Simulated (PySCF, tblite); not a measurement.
# C7H12SSi: geometry, infrared bands, NMR shifts, electronic excitations and core binding energies

What infrared bands, NMR shifts, electronic excitations and core binding energies should C7H12SSi (`CCC[SiH2]c1cccs1`) show?

Computed with tblite 0.8.0 and PySCF 2.14.0, with density-fitted response routines of our own, on a single molecule in the gas phase. Atoms are numbered from 0 throughout.

## 1. The starting structure

21 atoms, charge 0, multiplicity 1; geometry from: force field or distance geometry start.

Bonds of the start (Å): C0–C1 1.50, C1–C2 1.52, C2–Si3 1.85, Si3–C4 1.84, C4–C5 1.36, C5–C6 1.35, C6–C7 1.37, C7–S8 1.83, S8–C4 1.88, C0–H9 1.12, C0–H10 1.13, C0–H11 1.10, C1–H12 1.14, C1–H13 1.11, C2–H14 1.11, C2–H15 1.11, Si3–H16 1.47, Si3–H17 1.47, C5–H18 1.10, C6–H19 1.11, C7–H20 1.09.

## 2. Geometry optimisation with GFN2-xTB

Job settings and geometry (Å):

```
{"job": {"kind": "relax", "xc": "GFN2-xTB", "basis": "xTB"}, "charge": 0, "multiplicity": 1}
C     -3.319600    -0.317000     0.217400
C     -2.450300     0.830600     0.649600
C     -1.175300     0.963900    -0.172000
Si    -0.242200    -0.624500    -0.010600
C      1.565100    -0.302300     0.124000
C      2.563700    -0.800000    -0.645200
C      3.820600    -0.389200    -0.349600
C      3.944200     0.489300     0.699900
S      2.295900     0.859400     1.410500
H     -3.465500    -0.302800    -0.897100
H     -4.318700    -0.162900     0.724800
H     -2.916700    -1.306000     0.467600
H     -2.084200     0.533100     1.687800
H     -2.988100     1.795600     0.733300
H     -1.408000     1.084300    -1.251600
H     -0.593900     1.842100     0.185100
H     -0.742600    -1.434800     1.110900
H     -0.451600    -1.411400    -1.232600
H      2.362900    -1.509100    -1.466200
H      4.718500    -0.735500    -0.895700
H      4.876800     0.913800     1.064000
```

The run is started by

```sh
OMP_NUM_THREADS=1 python probes_run.py task.json out
```

One launch serves the whole session: the jobs run in the order shown.

**Question.** This job is followed by: GFN2-xTB harmonic vibrations, gas phase; PBE0-D3(BJ)/def2-SVP geometry optimisation, gas phase; GIAO PBE0/pcSseg-1 NMR shielding, non-relativistic, gas phase; TDDFT wB97X-D/def2-SVPD, vertical, gas phase, core orbitals frozen in the response; GIAO B3LYP/pcSseg-1 NMR shielding, non-relativistic, gas phase; delta-SCF UKS SCAN, pcX-2 on the ionised atom, pcseg-1 elsewhere, spin-free X2C. What will the session give for the following? strongest single infrared mode (GFN2-xTB); zero-point energy (GFN2-xTB); point group; rotational constants (main isotopes); 13C shifts against TMS (PBE0/pcSseg-1); 1H shifts against TMS (PBE0/pcSseg-1, means over atoms taken as alike); 29Si shifts against TMS (PBE0/pcSseg-1); 33S shifts against CS2 (PBE0/pcSseg-1); lowest singlet (wB97X-D/def2-SVPD); brightest single state of those computed; lowest triplet; vertical ionisation energy (ΔSCF); C1s binding energies, SCAN/pcX-2; Si1s binding energies, SCAN/pcX-2; Si2p binding energies, SCAN/pcX-2; S1s binding energies, SCAN/pcX-2; S2p binding energies, SCAN/pcX-2; range of the shift of S8.

**Answer**, as computed:

```
                                                              quantity                                                                           value
                             strongest single infrared mode (GFN2-xTB)                                                           2207 cm⁻¹, 328 km/mol
                                          zero-point energy (GFN2-xTB)                                                                  103.6 kcal/mol
                                                           point group                                                                              C1
                                  rotational constants (main isotopes)                                                            3.31, 0.53, 0.48 GHz
                                13C shifts against TMS (PBE0/pcSseg-1)                                142.6, 140.9, 139.5, 132.4, 21.7, 17.2, 16.9 ppm
1H shifts against TMS (PBE0/pcSseg-1, means over atoms taken as alike)                                    7.51, 7.44, 7.19, 4.80, 1.63, 1.02, 1.00 ppm
                               29Si shifts against TMS (PBE0/pcSseg-1)                                                                       -41.2 ppm
                                33S shifts against CS2 (PBE0/pcSseg-1)                                                                         251 ppm
                                    lowest singlet (wB97X-D/def2-SVPD)                                                     5.55 eV (223 nm), f = 0.192
                              brightest single state of those computed                                                    state 10, 7.52 eV, f = 0.243
                                                        lowest triplet                                                                         3.73 eV
                                     vertical ionisation energy (ΔSCF)                                                                         8.68 eV
                                      C1s binding energies, SCAN/pcX-2  C1 290.56, C0 290.51, C7 290.50, C6 290.24, C5 290.16, C4 290.06, C2 289.92 eV
                                     Si1s binding energies, SCAN/pcX-2                                                                  Si3 1846.05 eV
                                     Si2p binding energies, SCAN/pcX-2                                                                   Si3 106.47 eV
                                      S1s binding energies, SCAN/pcX-2                                                                   S8 2477.67 eV
                                      S2p binding energies, SCAN/pcX-2                                                                    S8 170.13 eV
                                              range of the shift of S8                                                                  251 to 265 ppm
```

What this shows: Over 134 steps the energy fell by 0.862 eV; of the close pairs, C4–S8 changed most, 1.881 to 1.736 Å (GFN2-xTB). All 57 modes are real, so the xTB geometry is a minimum. The strongest single mode, at 2207 cm⁻¹, moves mainly H16. GFN2-xTB is a fitted tight-binding method: band positions and strengths are rough. Its intensities can rank the bands wrongly. The optimisation took 6 steps and gained 0.266 eV; among the close pairs (by a distance rule), C6–H19 changed most, from 1.043 to 1.091 Å (PBE0/def2-SVP). At PBE0/pcSseg-1: The largest span, 300 ppm, is at S8, where the paramagnetic term is -814 ppm. NICS(1)zz of -28 ppm above the planar ring from C4 marks a diatropic (aromatic) ring current. The lowest singlet, at 5.55 eV, is HOMO→LUMO 0.89 and is bright; of the 10 states computed, the strongest absorption comes from state 10 at 7.52 eV (the last computed, so partners may be missing). The lowest triplet lies 1.82 eV below the lowest singlet (triplets in Tamm-Dancoff, singlets in full TDDFT). The orbital energy would give 8.68 eV for ionisation, ΔSCF gives 8.68 eV. C1 (sp3 CH2) binds its C1s electron 0.64 eV more tightly than C2 (sp3 CH2 bonded to Si). Across the 2 runs the shift of S8 moves most, between 251 (PBE0/pcSseg-1) and 265 ppm (B3LYP/pcSseg-1).
